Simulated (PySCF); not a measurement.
# CHCeN (Ce(HCN)3+): the cost of one run

Method: PBE0, Ce lcecp-1-SVP with ECP47, N def2-SVP, C def2-SVP, H def2-SVP; scalar-relativistic core potentials, no spin–orbit coupling; program: PySCF 2.14.0.

1 further run of the same task is left out (for a known fault of the program).

### 1 The starting structure

4 atoms, charge 3, spin multiplicity 1.

Bond lengths: Ce1–N2 2.607 Å, N2–C3 1.160 Å, C3–H4 1.070 Å. Angles: Ce1–N2–C3 180.0°, N2–C3–H4 180.0°.

As a file:

```xyz
4
CHCeN
Ce    0.0000    0.0000    0.0000
N     0.0000    0.0000    2.6075
C     0.0000    0.0000    3.7675
H     0.0000    0.0000    4.8375
```

Formal oxidation states: Ce +3. Each metal's 1 4f electrons lie in its core potential, so multiplicities, spins and levels count the valence alone.

### 2 SCF at the start, singlet

The input, run.py (the lines that set the calculation):

```python
mol = gto.M(atom='''
Ce     0.00000     0.00000     0.00000
N      0.00000     0.00000     2.60750
C      0.00000     0.00000     3.76750
H      0.00000     0.00000     4.83750''',
    basis={'Ce': 'lcecp-1-SVP', 'N': 'def2-SVP', 'C': 'def2-SVP', 'H': 'def2-SVP'},
    ecp={'Ce': 'lcecp-1-SVP'},
    charge=3, spin=0)
mf = dft.RKS(mol, xc='PBE0')
mf.grids.atom_grid = (50, 194)  # f atoms: unpruned, at least (60, 302)
mf = mf.density_fit()  # fitting sets: Ce AutoAux, N def2-universal-JKFIT, C def2-universal-JKFIT, H def2-universal-JKFIT
mf.conv_tol = 1e-08; mf.max_cycle = 55
mf.kernel(dm0)  # dm0: free metal ions and neutral atoms
```

Started as:

```bash
$ OMP_NUM_THREADS=2 python run.py
```

Q: Estimate wall time and peak memory on 2 threads of Arm Neoverse V1, shared host.

About 2.1 s, with a peak of 0.35 GiB.
